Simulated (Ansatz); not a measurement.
C3H9AlCl (charge -1), SMILES C[C](C)([AlH3-])Cl, a geometry optimisation

With the Python package of Ansatz (0.2.0).

Contents of `c3h9alcl.xyz`:
```text
14

C    -0.92820    1.08820   -0.56910
C    -0.18820    0.15070    0.38910
C    -0.82650   -1.24110    0.38240
Al    1.74960    0.02050   -0.13680
Cl   -0.25660    0.82260    2.04130
H    -0.88780    0.69750   -1.60880
H    -0.47110    2.10100   -0.55170
H    -1.99390    1.18300   -0.26910
H    -1.89080   -1.17850    0.69540
H    -0.29570   -1.91510    1.08870
H    -0.78370   -1.68700   -0.63480
H     2.40620    1.47550   -0.09990
H     2.51170   -0.93940    0.88650
H     1.85510   -0.57790   -1.61320
```

Notebook, run cell by cell (the value of a cell's last expression is shown):

**Cell 1**
```python
import itertools

import ansatz as az
from ase.data import atomic_numbers, covalent_radii
import numpy as np
```

**Cell 2**
```python
system = az.Crystal.molecule_from_extxyz("c3h9alcl.xyz")
```

**Cell 3**
```python
setup = (
    system.calculation()
    .basis(gaussian="cc-pVDZ")
    .functional("pbe0")
    .charge(-1)
)
symbols = [site.symbol for site in system.cartesian_sites]
start = np.array([site.position_ang for site in system.cartesian_sites], dtype=float)
def progress(event):
    if event["event"] == "relax_step":
        row = event["data"]
        print(f"step {row['step']:3d}  E = {row['lagrangian_ev']:.6f} eV  largest force component {row['allowed_force_max_ev_ang']:.4f} eV/A")
```

**Cell 4**
```python
r = setup.relax(force_tolerance=0.02).session().plan().execute(on_event=progress).report
end = np.array(r["positions_ang"])
```
Output:
```text
step   1  E = -22367.293610 eV  largest force component 1.6004 eV/A
step   2  E = -22367.435811 eV  largest force component 0.9079 eV/A
step   3  E = -22367.471748 eV  largest force component 0.3325 eV/A
step   4  E = -22367.475159 eV  largest force component 0.1117 eV/A
step   5  E = -22367.475834 eV  largest force component 0.0102 eV/A
```

**Cell 5**
```python
print("reference energy %16.6f eV" % r["reference_energy_ev"])
print("total energy     %16.6f eV" % r["free_energy_ev"])
print("occupied orbitals outside the frozen core (up, down):", r["n_occupied"], " frozen:", r["n_frozen"], " virtual:", r["n_virtual"])
```
Output:
```text
reference energy    -22367.475868 eV
total energy        -22367.475868 eV
occupied orbitals outside the frozen core (up, down): [29, 29]  frozen: 0  virtual: [94, 94]
```

**Cell 6**
```python
# pairs closer than 1.2 times the sum of covalent radii, before or after
radius = [covalent_radii[atomic_numbers[s]] for s in symbols]
span = lambda where, i, j: np.linalg.norm(where[i] - where[j])
bonded = [(i, j) for i, j in itertools.combinations(range(len(symbols)), 2) if min(span(start, i, j), span(end, i, j)) < 1.2 * (radius[i] + radius[j])]
print("pair        before    after (A)")
for i, j in bonded:
    print(f"{symbols[i]}{i}-{symbols[j]}{j}".ljust(10), f"{span(start, i, j):8.4f} {span(end, i, j):8.4f}")
with open("c3h9alcl_opt.xyz", "w") as handle:
    handle.write(f"{len(symbols)}\nrelaxed C3H9AlCl(-)\n")
    handle.writelines(f"{s:2s} {x:11.6f} {y:11.6f} {z:11.6f}\n" for s, (x, y, z) in zip(symbols, end))
```
Output:
```text
pair        before    after (A)
C0-C1        1.5312   1.5177
C0-H5        1.1114   1.1045
C0-H6        1.1113   1.1007
C0-H7        1.1112   1.1093
C1-C2        1.5312   1.5177
C1-Al3       2.0121   2.0781
C1-Cl4       1.7849   1.8737
C2-H8        1.1111   1.1093
C2-H9        1.1113   1.1007
C2-H10       1.1115   1.1045
Al3-H11      1.5967   1.6424
Al3-H12      1.5967   1.6424
Al3-H13      1.5965   1.6563
```

It writes `c3h9alcl_opt.xyz`:
```text
14
relaxed C3H9AlCl(-)
C    -0.946947    1.083048   -0.550779
C    -0.176722    0.135438    0.350478
C    -0.846108   -1.226046    0.392405
Al    1.839745    0.023492   -0.139190
Cl   -0.338937    0.835219    2.081016
H    -0.879532    0.712702   -1.589153
H    -0.515643    2.095588   -0.531830
H    -2.019860    1.155431   -0.278613
H    -1.918418   -1.167469    0.670213
H    -0.341122   -1.900718    1.100521
H    -0.774894   -1.683407   -0.610426
H     2.481007    1.535450   -0.128044
H     2.591575   -0.996141    0.906018
H     1.845957   -0.602585   -1.672616
```

Notes:
- The settings weren't tested for convergence.
- The end point is the stationary point reached from this start; no frequency run checks that it is a minimum, and the basis set is modest.
- Anions want diffuse functions, which this basis lacks.
- It ran for 56 s on 1 thread of Arm Neoverse V1 (shared host), peak memory 0.39 GiB.

(Lines on the test bed's own set-up are left out of the output.)
